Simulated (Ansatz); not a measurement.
# C2H4ClFSi: a ladder of functionals and wavefunction methods

The task here is to estimate one member of a computed series from the others.

Method: functionals in def2-TZVPP, the program's frozen cores in correlated methods; program: Ansatz 0.2.0, Gaussian basis.

Levels to be run: PBE-D4, r2SCAN-D4, PBE0-D4, B3LYP-D4, ωB97X-V, ωB97M-V, B2PLYP; CCSD(T)/def2-TZVPP; MP2/def2-QZVPP; extrapolation to the limit.

## Structure used throughout

The geometry comes from an earlier relaxation with PBE0-D4 in a triple-zeta def2 set; it is a stationary point, not always the lowest conformer.

SMILES `F[C@H]1C[Si@@H]1Cl`, 9 atoms, charge 0, spin multiplicity 1.

Atoms are counted from 1 here; the program's logs count them from 0.

Bond lengths: F1–C2 1.370 Å, C2–C3 1.538 Å, C2–Si4 1.848 Å, C2–H6 1.088 Å, C3–Si4 1.841 Å, C3–H7 1.089 Å, C3–H8 1.085 Å, Si4–Cl5 2.039 Å, Si4–H9 1.472 Å. Angles: F1–C2–C3 116.3°, F1–C2–Si4 124.4°, F1–C2–H6 110.9°, C3–C2–Si4 65.1°, C3–C2–H6 114.2°, Si4–C2–H6 118.1°, C2–C3–Si4 65.6°, C2–C3–H7 113.2°, C2–C3–H8 117.7°, Si4–C3–H7 112.3°, Si4–C3–H8 127.0°, H7–C3–H8 112.8°, C2–Si4–C3 49.3°, C2–Si4–Cl5 119.5°, C2–Si4–H9 122.0°, C3–Si4–Cl5 121.7°, C3–Si4–H9 118.8°, Cl5–Si4–H9 112.1°.

The first run:

The input, in.yaml:

```yaml
crystal:
  periodic: [false, false, false]
  atoms:
    - {symbol: F, position_ang: [-0.593053, -1.259047, 1.580888]}
    - {symbol: C, position_ang: [-0.133074, -0.138734, 0.940655]}
    - {symbol: C, position_ang: [0.901084, -0.367428, -0.175200]}
    - {symbol: Si, position_ang: [-0.674846, 0.397519, -0.742312]}
    - {symbol: Cl, position_ang: [-0.807016, 2.386767, -1.169292]}
    - {symbol: H, position_ang: [0.147033, 0.630173, 1.658332]}
    - {symbol: H, position_ang: [0.984719, -1.410901, -0.475974]}
    - {symbol: H, position_ang: [1.864767, 0.121059, -0.076449]}
    - {symbol: H, position_ang: [-1.601215, -0.405608, -1.557647]}
basis:
  gaussian: {orbitals: def2-TZVPP}
hamiltonian: {xc: pbe, dispersion: d4}
output: {forces: true, orbitals: {seedname: orbitals}}
```

Started as:

```sh
ansatz run in.yaml --threads 4 --pin off --events-out ev --progress --plain --max-ram 10444MiB
```

Among the steps run: PBE-D4 (GGA); r2SCAN-D4 (meta-GGA); PBE0-D4 (hybrid); B3LYP-D4 (hybrid); ωB97X-V (range-separated); ωB97M-V (range-separated); B2PLYP (double hybrid); CCSD(T) in def2-TZVPP; MP2 in def2-QZVPP.

One of the session's tables, all rows but one given; the rest of the session is left out.

```
            method  atomisation energy (kJ/mol)
            PBE-D4                       3363.4
         r2SCAN-D4                       3299.8
           PBE0-D4                       3298.9
          B3LYP-D4                       3257.6
           ωB97X-V                       3294.1
           ωB97M-V                       3292.5
            B2PLYP                       3228.3
     HF/def2-TZVPP                       2362.6
    MP2/def2-TZVPP                       3257.9
   CCSD/def2-TZVPP                       3120.6
CCSD(T)/def2-TZVPP                       3177.6
           MP2/CBS                            ?
       CCSD(T)/CBS                       3271.7
```

**Question.** Estimate the row for MP2/CBS.

As computed: atomisation energy (kJ/mol): 3352.0. In the column «atomisation energy (kJ/mol)» it lies between r2SCAN-D4 (3299.8) and PBE-D4 (3363.4).

Caveats from the session: Free atoms (1 F, 2 C, 1 Si, 1 Cl, 4 H) were run apart at each level; the atomisation energy is their sum less the molecule, without zero-point or spin-orbit terms.
